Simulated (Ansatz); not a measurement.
**TiH₄+ (quartet): wave-function methods side by side, def2-SVP**

An exercise on one series of results from a longer session: the logs are not shown, and one member is left open.

Computed with Ansatz 0.2.0, Gaussian basis. Level: def2-SVP, core rule «outside noble gas», up to 9 orbitals frozen.

To be run: UHF; CCSD(T) on ROHF; CCSD(T) on UHF; CISD; CCSDT(Q) on ROHF; CCSDT(Q) on UHF; CCSDTQ on ROHF.

17 further runs of the same task are left out: 11 for a known fault of the program, 6 set aside as unsound or not needed.

### The geometry

The geometry is a PBE0/def2-TZVP stationary point (not a proven minimum) of the parent state, kept for this charge and spin.

5 atoms, charge 1, spin multiplicity 4.

Atoms are counted from 1 here; the program's logs count them from 0.

Bond lengths: Ti1–H2 1.976 Å, Ti1–H3 1.976 Å, Ti1–H4 1.976 Å, Ti1–H5 1.976 Å, H2–H4 0.786 Å, H3–H5 0.786 Å. Angles: H2–Ti1–H3 164.8°, H2–Ti1–H4 22.9°, H2–Ti1–H5 162.9°, H3–Ti1–H4 162.9°, H3–Ti1–H5 22.9°, H4–Ti1–H5 164.8°, Ti1–H2–H4 78.5°, Ti1–H3–H5 78.5°, Ti1–H4–H2 78.5°, Ti1–H5–H3 78.5°.

The first run:

in.yaml reads:

```yaml
crystal:
  periodic: [false, false, false]
  atoms:
    - {symbol: Ti, position_ang: [0.000000, 0.000000, 0.000000]}
    - {symbol: H, position_ang: [0.260951, 0.293926, -1.936328]}
    - {symbol: H, position_ang: [0.260948, -0.293929, 1.936328]}
    - {symbol: H, position_ang: [-0.260951, -0.293926, -1.936328]}
    - {symbol: H, position_ang: [-0.260948, 0.293929, 1.936328]}
basis:
  gaussian: {orbitals: def2-SVP}
total_charge: 1
magnetization: {spin_polarized: true, initial_magnetization: 3}
hamiltonian: {xc: hf}
output: {orbitals: {seedname: orbitals}}
```

Started as:

```sh
ansatz run in.yaml --threads 1 --pin off --events-out ev --progress --plain --max-ram 3968MiB --backend cpu
```

Steps of the session up to this table: UHF; CCSD(T) on ROHF; CCSD(T) on UHF; CISD; CCSDT(Q) on ROHF; CCSDT(Q) on UHF; CCSDTQ on ROHF.

One of the session's tables, all rows but one given; the rest of the session is left out.

| method | from RCCSDTQ (kJ/mol) |
| --- | --- |
| ROHF | +275.8 |
| UHF | +267.8 |
| RMP2 | +66.3 |
| UMP2 | +59.8 |
| RCCSD | +3.3 |
| UCCSD | ? |
| RCCSD(T) | +0.9 |
| UCCSD(T) | -5.0 |
| RCCSDT | 0.0 |
| UCCSDT | -5.9 |
| RCCSDT(Q) | 0.0 |
| UCCSDT(Q) | -5.9 |
| RCCSDTQ | 0 |

Q: Estimate the row for UCCSD from the others.

**Answer.** from RCCSDTQ (kJ/mol): -2.7. In the column «from RCCSDTQ (kJ/mol)» it lies between UCCSD(T) (-5.0) and RCCSDT (0.0).

Limits of these values: Restricted and unrestricted rows rest on different reference determinants; where their highest levels disagree by more than a few hundredths of an eV, they describe different states and don't form one ladder.
